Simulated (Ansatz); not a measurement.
# Zn4In2Ga2Sb3Au5: the cost of one run

Method: DFT PBE, scalar-relativistic, plane waves, PAW, in Ansatz 0.2.0.

1 further run of the same task is left out (it didn't finish).

## Step 1: The system as given

The cell holds 16 atoms (Au5Ga2In2Sb3Zn4): a = 7.569 Å, b = 7.569 Å, c = 7.569 Å, α = 109.47°, β = 109.47°, γ = 109.47°.

The sites of an ideal fcc lattice, at a guessed lattice constant, take 5 Au, 4 Zn, 3 Sb, 2 In, 2 Ga (sublattices apart by semicolons), with a shake of 0.02 Å. Warren-Cowley parameters of the first shell (negative: unlike neighbours preferred): Au-Ga -0.07, Au-In -0.20, Au-Sb -0.07, Au-Zn +0.00, Ga-In +0.00, Ga-Sb -0.11. In a cell this small the draw can fall short of the order aimed at.

As a file:

```xyz
16
Lattice="-4.3699 4.3699 -4.3699 4.3699 4.3699 4.3699 4.3699 -4.3699 -4.3699" Properties=species:S:1:pos:R:3 pbc="T T T"
Zn    4.3886   -2.1597   -2.2231
Zn    2.1965    2.1343   -0.0017
Zn    2.1998   -0.0373   -6.5363
Zn    4.3847    0.0048   -4.3455
Ga    2.1746    2.1891   -4.3218
Ga   -0.0362    2.1854   -2.1840
In    2.2040    0.0277   -2.2127
In    4.3538    2.1851    2.1510
Sb    4.3470    2.2096   -2.1781
Sb    2.1418    4.3702   -2.1989
Sb    4.3543    4.3713   -4.3449
Au    2.2189   -2.1906   -4.3670
Au   -0.0103    0.0340   -4.3701
Au    4.3617    0.0281    0.0178
Au   -2.1784    2.1805   -4.3520
Au    6.5311   -0.0005   -2.1748
```

## Step 2: Relaxing on a coarse mesh

Cell and atoms move without symmetry, on a coarse mesh with loose thresholds.

input.yaml reads:

```yaml
crystal:
  lattice:
    - [-4.36993972, 4.36993972, -4.36993972]
    - [4.36993972, 4.36993972, 4.36993972]
    - [4.36993972, -4.36993972, -4.36993972]
  atoms:
    - { symbol: Zn, position: [0.0072486726, 0.2550225134, 0.7564910692] }
    - { symbol: Zn, position: [0.2444003111, 0.4955175388, 0.2515126446] }
    - { symbol: Zn, position: [0.7436005954, 0.247424223, 0.9995686675] }
    - { symbol: Zn, position: [0.4977540225, 0.5022318841, 0.9988961052] }
    - { symbol: Ga, position: [0.744969871, 0.4992804824, 0.7433054541] }
    - { symbol: Ga, position: [0.4999341286, 0.2458984782, 0.2457441283] }
    - { symbol: In, position: [0.2563382533, 0.2553456697, 0.5053522618] }
    - { symbol: In, position: [0.0039003809, 0.7481735747, 0.2520376602] }
    - { symbol: Sb, position: [0.5020429648, 0.7501945395, 0.7465904862] }
    - { symbol: Sb, position: [0.7516242718, 0.7450923382, 0.4966551475] }
    - { symbol: Sb, position: [0.997290992, 0.9983608605, 0.9953492694] }
    - { symbol: Au, position: [0.2490195981, 0.0032446181, 0.7535507062] }
    - { symbol: Au, position: [0.5039147889, 0.0027081025, 0.4988401634] }
    - { symbol: Au, position: [0.001168678, 0.5022642494, 0.4970127697] }
    - { symbol: Au, position: [0.7474316471, 0.0002382047, 0.2486961393] }
    - { symbol: Au, position: [0.248778357, 0.7472148615, 0.9961053094] }
  symmetry: { detect: false }
basis:
  ecutwfc: 420
kpoints:
  mp_grid: { grid: [2, 2, 2], shift: [0.5, 0.5, 0.5] }
hamiltonian:
  xc: pbe
scf:
  occupations: { method: gaussian, width: 0.1 }
  lower_state_search: "off"
output:
  forces: true
  stress: true
  eigenvalues: true
relax:
  adjacent_minimum: "off"
  f_tol: 0.04
  max_steps: 50
  cell: { stress_tol: 0.3 }
```

The run is started by

```sh
$ ansatz run input.yaml --threads 4 --pin off --max-ram 9216MiB --backend cpu --events-out ev --progress --plain --runs-dir out
```

What time and memory should one allow on 4 threads of AMD EPYC 9R45 (Zen 5), shared host?

About 2.4 min, with a peak of 1.4 GiB.
